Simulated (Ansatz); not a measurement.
# CH6OSiZn: small, medium and large basis sets

An exercise on one series of results from a longer session: the logs are not shown, and one member is left open.

Computed with Ansatz 0.2.0, Gaussian basis. Level: one geometry, several basis sets.

Levels to be run: PBE0-D4/def2-SVP; ωB97M-V/def2-SVP; PBE0-D4/def2-QZVPP; ωB97M-V/def2-QZVPP; the functionals' def2-TZVPP values are taken from earlier runs.

## Structure used throughout

All runs share one geometry, relaxed beforehand with PBE0-D4 in a triple-zeta def2 set.

SMILES `C[SiH2][O][ZnH]`, 10 atoms, charge 0, spin multiplicity 1.

Atoms are counted from 1 here; the program's logs count them from 0.

Bond lengths: C1–Si2 1.863 Å, C1–H5 1.094 Å, C1–H6 1.093 Å, C1–H7 1.093 Å, Si2–O3 1.623 Å, Si2–H8 1.496 Å, Si2–H9 1.495 Å, O3–Zn4 1.764 Å, Zn4–H10 1.510 Å. Angles: Si2–C1–H5 110.4°, Si2–C1–H6 110.9°, Si2–C1–H7 110.9°, H5–C1–H6 108.1°, H5–C1–H7 108.1°, H6–C1–H7 108.2°, C1–Si2–O3 110.5°, C1–Si2–H8 109.2°, C1–Si2–H9 109.1°, O3–Si2–H8 110.6°, O3–Si2–H9 110.5°, H8–Si2–H9 106.8°, Si2–O3–Zn4 147.2°, O3–Zn4–H10 177.7°.

The first run:

Input file in.yaml:

```yaml
crystal:
  periodic: [false, false, false]
  atoms:
    - {symbol: C, position_ang: [-1.737397, 0.349761, -0.146755]}
    - {symbol: Si, position_ang: [-0.152830, -0.408673, 0.472013]}
    - {symbol: O, position_ang: [1.119758, 0.202846, -0.329259]}
    - {symbol: Zn, position_ang: [2.865364, 0.178031, -0.579158]}
    - {symbol: H, position_ang: [-2.594481, -0.062140, 0.393620]}
    - {symbol: H, position_ang: [-1.733436, 1.432981, -0.003292]}
    - {symbol: H, position_ang: [-1.877018, 0.147046, -1.211285]}
    - {symbol: H, position_ang: [-0.218458, -1.893035, 0.300996]}
    - {symbol: H, position_ang: [-0.024466, -0.146711, 1.938574]}
    - {symbol: H, position_ang: [4.352954, 0.199894, -0.835454]}
basis:
  gaussian: {orbitals: def2-SVP}
hamiltonian: {xc: pbe0, dispersion: d4}
output: {orbitals: {seedname: orbitals}}
```

The run is started by

```
> ansatz run in.yaml --threads 2 --pin off --events-out ev --progress --plain --max-ram 32768MiB --backend cpu
```

Steps of the session up to this table: PBE0-D4 in def2-SVP; ωB97M-V in def2-SVP; PBE0-D4 in def2-QZVPP; ωB97M-V in def2-QZVPP.

One of the session's tables, all rows but one given; the rest of the session is left out.

It belongs to the step «Functionals by basis». 

```
functional       basis  HOMO (eV)
   PBE0-D4    def2-SVP      -7.75
   PBE0-D4  def2-TZVPP          ?
   PBE0-D4  def2-QZVPP      -7.99
   ωB97M-V    def2-SVP     -10.03
   ωB97M-V  def2-TZVPP     -10.29
   ωB97M-V  def2-QZVPP     -10.31
```

Q: Estimate the row for PBE0-D4, def2-TZVPP from the others.

As computed: HOMO (eV): -7.97. In the column «HOMO (eV)» it lies between PBE0-D4, def2-QZVPP (-7.99) and PBE0-D4, def2-SVP (-7.75).
